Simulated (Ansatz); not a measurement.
CoCl2O2 in Ansatz: convergence with smearing width

Input of the first run (smearing width 0.3 eV); the others differ in this setting and in those tied to it:

File input.yaml:

```yaml
crystal:
  lattice:
    - [3.580871, -3.926953, 0.0]
    - [3.580871, 3.926953, 0.0]
    - [-0.420397, 0.0, 3.457614]
  atoms:
    - { symbol: Co, position: [0.0, 0.0, 0.0], spin: 2.0 }
    - { symbol: Cl, position: [0.765523, 0.765523, 0.427941] }
    - { symbol: Cl, position: [0.234477, 0.234477, 0.572059] }
    - { symbol: O, position: [0.791837, 0.208163, 0.0] }
    - { symbol: O, position: [0.208163, 0.791837, 0.0] }
hamiltonian:
  xc: pbe
  pseudopotentials: { kind: nc }
magnetization:
  spin_polarized: true
kpoints:
  mp_grid: { grid: [4, 4, 7] }
scf:
  occupations: { method: fermi_dirac, width: 0.3 }
output:
  forces: true
  stress: true
  eigenvalues: true
```

Potentials or basis: PseudoDojo standard (PBE files) with Ansatz NC.

Run with:

```console
$ ansatz run input.yaml --threads 2 --pin off --max-ram 5632MiB --backend cpu --events-out ev --progress --plain --runs-dir out
```

The cell comes from a database or a generator and needn't be the stable form of this composition.

Hardware: 2 threads of Arm Neoverse V2, with other jobs on the host.

```
smearing width  energy less the tightest run, at zero smearing (meV/atom)  pressure (GPa)  largest force (eV/Å)  absolute moment (μB)  SCF cycles  CPU time (s)  peak memory (GiB)
        0.3 eV                                                       5.49           -0.61                 0.328                  0.61          19            86                  1
        0.2 eV                                                       0.43           -1.18                 0.355                  1.02          17            80                  1
       0.15 eV                                                      -1.26           -1.39                 0.501                  1.07          17            76                  1
        0.1 eV                                                      -1.01           -1.49                 0.614                  1.11          16            74                  1
       0.05 eV                                                      -0.06           -1.52                 0.706                  1.16          16            76               0.99
      0.025 eV                                                      -0.06           -1.53                 0.742                  1.18          17            92                  1
       0.01 eV                                                      -0.01           -1.52                 0.754                  1.20          17            76                  1
      0.005 eV                                                       0.00           -1.52                 0.759                  1.21          16            72                  1
```

Against the tightest run, the energy stays within 1 meV/atom from 0.05 eV on; the pressure stays within 0.1 GPa from 0.1 eV on; the absolute moment stays within 0.02 μB from 0.01 eV on. Not settled before the last step: the largest force (to 0.005 eV/Å). Narrower smearing needs a denser k mesh, so at a fixed mesh the narrowest width isn't the most accurate. The tightest run that finished is the yardstick and may itself not be fully converged.

Caveat, for the tightest run too: a cell with one magnetic atom can't hold antiferromagnetic order, which such compounds often take; semilocal functionals often make such compounds metallic where correlation or magnetic order opens a gap, which also shifts bond lengths.
